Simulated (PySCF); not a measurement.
# AgH6N2 ([Ag(NH3)2]+): the cost of one run

Programs: PySCF 2.14.0, with routines of our own; each step states its level. All values are computed. Atoms count from 0.

## 1. The starting structure

9 atoms, charge 1, multiplicity 1; geometry from: GFN2-xTB.

## 2. NMR shieldings: PBE0/pcJ-1 Ag:dyall-v2z, spin–orbit

Job settings and geometry (Å):

```
{"job": {"xc": "PBE0", "basis": {"default": "pcJ-1", "Ag": "dyall-v2z"}, "rel": "so", "kind": "hnmr"}, "charge": 1, "multiplicity": 1}
Ag     0.004610     0.003230    -0.000030
N     -0.003720    -0.015450     2.265100
H     -0.418880     0.827040     2.660730
H      0.933810    -0.084110     2.658850
H     -0.531760    -0.800240     2.644910
N      0.004230     0.015960    -2.265030
H     -0.937910     0.018600    -2.653880
H      0.474320    -0.798090    -2.659040
H      0.475300     0.833060    -2.651620
```

With the program's defaults for keys left out, this is: PBE0/pcJ-1 Ag:dyall-v2z GIAO NMR shielding, X2C with spin-orbit coupling, screened-nuclear two-electron part, Gaussian nuclei, gas phase.

Command:

```console
> OMP_NUM_THREADS=1 python heavy_run.py task.json out
```

This one command runs all jobs of the session in turn.

Q: Estimate the wall time and peak memory of this first job on 1 thread of Arm Neoverse V2, shared host.

About 1.9 min, with a peak of 1.3 GiB.
